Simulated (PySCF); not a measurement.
**A diatomic session: PbBr**

One table from this session's results is given with a row withheld; the runs are named, their logs left out.

The runs use PySCF 2.14.0; Pb def2-SVP with ECP60, Br def2-SVP, scalar-relativistic core potentials.

Set-up of the first run:

Settings of the job:

```json
{
  "atoms": "Pb, Br",
  "charge": "0",
  "basis": "Pb def2-SVP with ECP60, Br def2-SVP",
  "Hamiltonian": "scalar-relativistic core potentials",
  "basis functions": "58",
  "electrons treated": "57",
  "masses in u": "207.9766, 78.9183",
  "levels": "PBE0, PBE, r²SCAN, B2PLYP, MN15, B3LYP, HF, MP2, SCS-MP2, CCSD, CCSD(T)",
  "grid": "80 radial by 434 angular points",
  "occupations": "held fixed by the projection of orbital angular momentum",
  "dissociation limit": "Pb + Br, each in its ground configuration",
  "starting distance in angstrom": "2.510",
  "values of 2S to try": "1, 3"
}
```

The run is started by

```sh
OMP_NUM_THREADS=1 python dia.py task.json out
```

Among the steps run: Set-up; The PBE0 curve of the state that the search chose; Excited determinants; PBE (GGA); r²SCAN; B2PLYP; MN15 (hybrid meta-GGA); B3LYP (global hybrid GGA); UHF; Correlated methods on the Hartree–Fock reference.

One of the session's tables, all rows but one given; the rest of the session is left out.

Energy (eV) from each level's lowest point:

```
R (Å)    UHF  UHF-MP2  UHF-SCS-MP2  UHF-CCSD  UHF-CCSD(T)
2.269  1.206    1.102        1.148       n/a          n/a
2.374  0.560    0.485        0.517     0.522        0.525
2.480  0.196    0.151        0.170     0.172        0.174
2.559  0.056    0.034        0.043     0.044        0.045
2.638  0.000    0.000        0.000     0.000        0.000
2.717  0.007    0.029        0.020     0.019        0.018
2.823  0.087    0.138        0.119     0.115        0.113
2.955      ?        ?            ?         ?            ?
3.113  0.535    0.659        0.615     0.604        0.598
3.324  0.940    1.111        1.055       n/a          n/a
```

Q: Estimate the row for R (Å) = 2.955 from the others.

Worked estimate for «UHF». A straight line through the neighbours (2.823, 0.087) and (3.113, 0.535) gives 0.087 + (0.535 − 0.087) × (2.955 − 2.823) / (3.113 − 2.823) = 0.291; a parabola fitted to 4 rows on both sides gives 0.273.

The run gave: UHF: 0.263; UHF-MP2: 0.348; UHF-SCS-MP2: 0.316; UHF-CCSD: 0.310; UHF-CCSD(T): 0.306. In «UHF» the line misses by +0.028 and the parabola by +0.010.
